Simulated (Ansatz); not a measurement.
# Nb5As4Pd4: the cost of one run

Method: DFT, r2SCAN, no spin polarisation, plane waves, PAW, in Ansatz 0.2.0.

## 1. The structure

It takes space group I4/m (No. 87, tetragonal). The conventional cell has a = 10.556 Å, b = 10.556 Å, c = 3.827 Å, α = 90.00°, β = 90.00°, γ = 90.00°. Around As (site symmetry m) lie 3 Pd at 2.47 to 2.52 Å and 6 Nb at 2.67 to 2.94 Å. Around Nb (site symmetry m) lie 5 As at 2.67 to 2.94 Å and 4 Pd at 2.97 to 3.09 Å and 2 Nb at 3.05 Å. Around Pd (site symmetry m) lie 3 As at 2.47 to 2.52 Å. Around Nb (site symmetry 4/m) lie 4 As at 2.68 Å and 8 Nb at 3.05 Å.

The coordinates stand in the input below.

The first density is read from a saved solution for the starting cell.

## 2. The walk to rest

File input.yaml:

```yaml
crystal:
  lattice:
    - [0.0, 0.0, 3.826812]
    - [5.278036, -5.278036, 1.913406]
    - [5.278036, 5.278036, -1.913406]
  atoms:
    - { symbol: As, position: [0.24482, 0.82177, 0.31141] }
    - { symbol: As, position: [0.06659, 0.68859, 0.82177] }
    - { symbol: As, position: [0.75518, 0.17823, 0.68859] }
    - { symbol: As, position: [0.93341, 0.31141, 0.17823] }
    - { symbol: Nb, position: [0.38055, 0.92917, 0.69027] }
    - { symbol: Nb, position: [0.30972, 0.30973, 0.92917] }
    - { symbol: Nb, position: [0.61945, 0.07083, 0.30973] }
    - { symbol: Nb, position: [0.69028, 0.69027, 0.07083] }
    - { symbol: Pd, position: [0.11028, 0.29519, 0.51575] }
    - { symbol: Pd, position: [0.40547, 0.48425, 0.29519] }
    - { symbol: Pd, position: [0.88972, 0.70481, 0.48425] }
    - { symbol: Pd, position: [0.59453, 0.51575, 0.70481] }
    - { symbol: Nb, position: [0.0, 0.0, 0.0] }
  symmetry: { tolerance: 0.0003 }
kpoints:
  mp_grid: { grid: [5, 5, 5], shift: [0, 0, 0] }
magnetization:
  spin_polarized: false
scf:
  occupations: { method: fermi_dirac }
  lower_state_search: "off"
hamiltonian:
  pseudopotentials: { kind: paw }
  xc: r2scan
basis:
  ecutwfc: 500
  fft_grid_basis: typed
relax:
  max_steps: 80
  cell: { p_target: 5.0 }
output:
  forces: true
  stress: true
  eigenvalues: true
  bader: true
  populations: true
  elf: true
  write_potential: true
  volumetric_format: npy
  dos:
    e_range: [-12, 8]
    de: 0.05
    projected: { site_lists: { As: [As], Nb: [Nb], Pd: [Pd] } }
checkpoint:
  read: saved_state
```

Launch:

```sh
$ ansatz run input.yaml --threads 2 --pin off --max-ram 3584MiB --backend cpu --events-out ev --progress --plain --runs-dir out
```

What time and memory should one allow on 2 threads of Arm Neoverse V1, shared host?

About 6.8 min, with a peak of 1.3 GiB.
